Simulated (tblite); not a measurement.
# H15N9Si6: the cost of one run

Computed with tblite 0.8.0 and PySCF 2.14.0 and routines of our own; the level stands in each step. Atoms count from 0.

### 1 The starting structure

30 atoms, charge 0, multiplicity 1; geometry from: force field, distance geometry or constructed start.

### 2 Geometry optimisation with GFN2-xTB

Job settings and geometry (Å):

```
{"job": {"kind": "relax", "xc": "GFN2-xTB", "basis": "xTB"}, "charge": 0, "multiplicity": 1}
Si     1.765800    -0.001800     1.523400
Si    -0.883700     1.527600     1.518100
Si    -0.875300    -1.527300     1.526000
Si     1.760200     0.004400    -1.531200
Si    -0.881500     1.523800    -1.521600
Si    -0.883800    -1.525500    -1.527600
N      0.665000     1.153300     2.299800
H      0.923300     1.595900     3.188000
N      0.667600    -1.153700     2.302700
H      0.917100    -1.594000     3.188100
N     -1.331800    -0.001200     2.301000
H     -1.842200    -0.002000     3.186500
N      2.656000     0.000700     0.005000
H      3.681600    -0.000600    -0.002700
N     -1.331900     2.308200     0.000200
H     -1.841600     3.187100     0.006300
N      0.665300     1.153500    -2.302200
H      0.918800     1.589800    -3.187500
N     -1.330300    -2.301300     0.002500
H     -1.836900    -3.185600     0.002700
N      0.662600    -1.147800    -2.301600
H      0.919000    -1.591700    -3.186700
N     -1.326300     0.004600    -2.296500
H     -1.843900    -0.004300    -3.188000
H      2.850000     0.002600     2.468600
H     -1.430800     2.466800     2.470200
H     -1.424000    -2.465400     2.467000
H      2.848900     0.000600    -2.466500
H     -1.424100     2.468100    -2.469700
H     -1.423600    -2.467300    -2.464300
```

The run is started by

```
OMP_NUM_THREADS=1 python large_run.py task.json out
```

The driver reads the jobs from task.json and runs them one after another.

**Question.** How long does this first job take on 1 thread of Arm Neoverse N1, shared host, and how much memory does it need?

About 2.3 s, with a peak of 0.16 GiB.
